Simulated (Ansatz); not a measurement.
# ClH2NSn: the cost of one run

Computed with the Python package of Ansatz 0.2.0. Level of theory: B3LYP+D3(BJ)/def2-SVP.

### 1 Starting point

Bond lengths: N1–Sn2 2.008 Å, Sn2–Cl3 2.330 Å, N1–H4 1.105 Å, N1–H5 1.049 Å. Angles: N1–Sn2–Cl3 107.8°, Sn2–N1–H4 108.1°, Sn2–N1–H5 110.9°, H4–N1–H5 106.4°.

The script holds or builds the structure itself.

### 2 The code

relaxed_scan.py

```python
"""One bond of ClH2NSn held at set lengths while the rest relaxes."""

import ansatz as az
from ase import Atoms
import numpy as np


def main() -> None:
    atoms = Atoms(["N", "Sn", "Cl", "H", "H"], positions=[
        (-0.8326, 0.5287, -0.2762),
        (-0.1417, -0.6319, 1.2101),
        (1.9974, -1.3428, 0.6206),
        (-0.1274, 1.3684, -0.411),
        (-0.8459, 0.004, -1.185),
    ])
    molecule = az.Crystal.molecule_from_ase(atoms)

    calc = molecule.calculation()
    calc = calc.basis(gaussian="def2-SVP")
    calc = calc.functional("b3lyp", dispersion="d3bj")
    symbols = [site.symbol for site in molecule.cartesian_sites]
    pairs = [(0, 1), (0, 3), (0, 4), (1, 2)]
    print("held (A)   E (eV)        ", "  ".join(f"{symbols[i]}{i}-{symbols[j]}{j}" for i, j in pairs))
    for length in [1.02, 1.1, 1.19, 1.33, 1.49]:
        rep = calc.relax(constraints=[az.DistanceConstraint((0, 3), at=length)], force_tolerance=0.02, max_steps=60).run().report
        xyz = np.array(rep["positions_ang"])
        print(f"{length:6.2f} {rep['free_energy_ev']:14.5f}  ", "  ".join(f"{np.linalg.norm(xyz[i] - xyz[j]):.3f}" for i, j in pairs))


if __name__ == "__main__":
    main()
```

### 3 The input behind the calls

The package turns the script's settings into the engine's input (first run):

```yaml
crystal:
  periodic: [false, false, false]
  atoms:
    - { symbol: "N", position_ang: [-0.8326, 0.5287, -0.2762] }
    - { symbol: Sn, position_ang: [-0.1417, -0.6319, 1.2101] }
    - { symbol: Cl, position_ang: [1.9974, -1.3428, 0.6206] }
    - { symbol: H, position_ang: [-0.1274, 1.3684, -0.411] }
    - { symbol: H, position_ang: [-0.8459, 0.004, -1.185] }
basis:
  gaussian:
    orbitals: def2-SVP
hamiltonian:
  xc: b3lyp
  dispersion: d3bj
relax:
  f_tol: 0.02
  max_steps: 60
  constraints:
    - { distance: [0, 3], at: 1.02 }
```

### 4 The run

Command:

```bash
> python relaxed_scan.py
```

What time and memory should one allow on 1 thread of Arm Neoverse N1, shared host?

About 6.7 min, with a peak of 0.22 GiB.
